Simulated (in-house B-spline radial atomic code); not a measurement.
**Xe³⁺: excited configurations**

Wanted: excitation energies of Xe³⁺ as differences of total energies (ΔSCF).

Program: in-house B-spline radial atomic code version 1. Level of theory: Dirac-Hartree-Fock, average of configuration, Fermi nucleus, basis-set limit. These are calculated values, not measurements, unless marked.

### 1 The system

```
element       : xenon (Z = 54)
charge        : +3
electrons     : 51
configuration : [Kr] 4d10 5s2 5p3
Hamiltonian   : Dirac-Coulomb
nucleus       : Fermi, rms radius 4.786 fm
```

Outer shells as boxes (Hund's rule):

[Kr] 4d10 5s2 5p3
```
[Kr] core
4d [↑↓][↑↓][↑↓][↑↓][↑↓]
5s [↑↓]
5p [↑ ][↑ ][↑ ]
```

The boxes draw the filling by Hund's rule, which heavy ions in jj coupling don't follow; these runs average over all states of the configuration.

The run's settings:

```ini
Z = 54
electrons = 51.0
configuration = [Kr] 4d10 5s2 5p3
hamiltonian = dirac
method = hf
spin_polarised = False
nucleus = fermi
rms_radius = 4.7859
mass_number = 132
atomic_mass = 131.90415508346
speed_of_light = 137.035999084
```

The reference is known from an earlier run: -7444.568308 hartree in all. Up to eight levels, counted from the top:

```csv
orbital,occupation,energy (eV),<r> (bohr)
4s1/2,2,-263.02,0.7167
4p1/2,2,-209.08,0.7475
4p3/2,4,-196.29,0.7732
4d3/2,4,-107.24,0.8649
4d5/2,6,-105.13,0.8755
5s1/2,2,-56.107,1.774
5p1/2,1,-42.983,1.983
5p3/2,2,-41.271,2.047
```

### 2 [Kr] 4d10 5s2 5p2 5g1

The run's settings:

```ini
Z = 54
electrons = 51.0
configuration = [Kr] 4d10 5s2 5p2 5g1
hamiltonian = dirac
method = hf
spin_polarised = False
nucleus = fermi
rms_radius = 4.7859
mass_number = 132
atomic_mass = 131.90415508346
speed_of_light = 137.035999084
```

### 3 Configuration [Ar] 3d9 4s2 4p6 4d10 5s2 5p3 7f1

Settings: those of step 2 with these lines changed.

```diff
@@ -2,3 +2,3 @@
 electrons = 51.0
-configuration = [Kr] 4d10 5s2 5p2 5g1
+configuration = [Ar] 3d9 4s2 4p6 4d10 5s2 5p3 7f1
 hamiltonian = dirac
```

### 4 Configuration [Ar] 3d9 4s2 4p6 4d10 5s2 5p3 9p1

Settings: those of step 3 with these lines changed.

```diff
@@ -2,3 +2,3 @@
 electrons = 51.0
-configuration = [Ar] 3d9 4s2 4p6 4d10 5s2 5p3 7f1
+configuration = [Ar] 3d9 4s2 4p6 4d10 5s2 5p3 9p1
 hamiltonian = dirac
```

### 5 [Ar] 3d9 4s2 4p6 4d10 5s2 5p3 8d1

Settings: those of step 4 with these lines changed.

```diff
@@ -2,3 +2,3 @@
 electrons = 51.0
-configuration = [Ar] 3d9 4s2 4p6 4d10 5s2 5p3 9p1
+configuration = [Ar] 3d9 4s2 4p6 4d10 5s2 5p3 8d1
 hamiltonian = dirac
```

### 6 Configuration [Ar] 3d10 4s2 4p5 4d10 5s2 5p3 5f1

Settings: those of step 5 with these lines changed.

```diff
@@ -2,3 +2,3 @@
 electrons = 51.0
-configuration = [Ar] 3d9 4s2 4p6 4d10 5s2 5p3 8d1
+configuration = [Ar] 3d10 4s2 4p5 4d10 5s2 5p3 5f1
 hamiltonian = dirac
```

### 7 [Ar] 3d10 4s2 4p5 4d10 5s2 5p3 5g1

Settings: those of step 6 with these lines changed.

```diff
@@ -2,3 +2,3 @@
 electrons = 51.0
-configuration = [Ar] 3d10 4s2 4p5 4d10 5s2 5p3 5f1
+configuration = [Ar] 3d10 4s2 4p5 4d10 5s2 5p3 5g1
 hamiltonian = dirac
```

Q: How far above the reference does each configuration lie (order and size, in eV)?

As calculated:

| net move | configuration | energy above the reference (eV) | with Breit, QED, recoil (eV) | largest <r> (bohr) |
| --- | --- | --- | --- | --- |
| 5p → 5g | [Kr] 4d10 5s2 5p2 5g1 | 32.744 | 32.724 | 6.82 |
| 4p → 5f | [Ar] 3d10 4s2 4p5 4d10 5s2 5p3 5f1 | 184.35 | 184.13 | 5.11 |
| 4p → 5g | [Ar] 3d10 4s2 4p5 4d10 5s2 5p3 5g1 | 187.73 | 187.52 | 6.81 |
| 3d → 8d | [Ar] 3d9 4s2 4p6 4d10 5s2 5p3 8d1 | 712.22 | 711.86 | 13.3 |
| 3d → 7f | [Ar] 3d9 4s2 4p6 4d10 5s2 5p3 7f1 | 712.45 | 712.10 | 12.9 |
| 3d → 9p | [Ar] 3d9 4s2 4p6 4d10 5s2 5p3 9p1 | 712.89 | 712.53 | 15.6 |

Quantum defects of the promoted electron, δ = n − ζ/√(−2ε) with ζ = 4 and ε its orbital energy in hartree:

| promotion | δ |
| --- | --- |
| 3d → 8d | 1.914 |
| 3d → 7f | 0.789 |
| 3d → 9p | 2.534 |

At the bottom stands 5p → 5g (32.744 eV), at the top 3d → 9p (712.89 eV). 5 of them lie more than 2 % above the ionisation threshold that Koopmans' theorem gives (41.271 eV), where such states can decay by emitting an electron. Of those tabulated, the defect is largest for 9p (2.53) and least for 7f (0.79): low angular momentum penetrates the core, high angular momentum stays outside it. Two partly filled shells share a symmetry and can mix in the average, which may lower the energy, for: 4p → 5f; 4p → 5g; 3d → 8d; 3d → 9p. These are averages over configurations, without correlation, not spectroscopic levels.
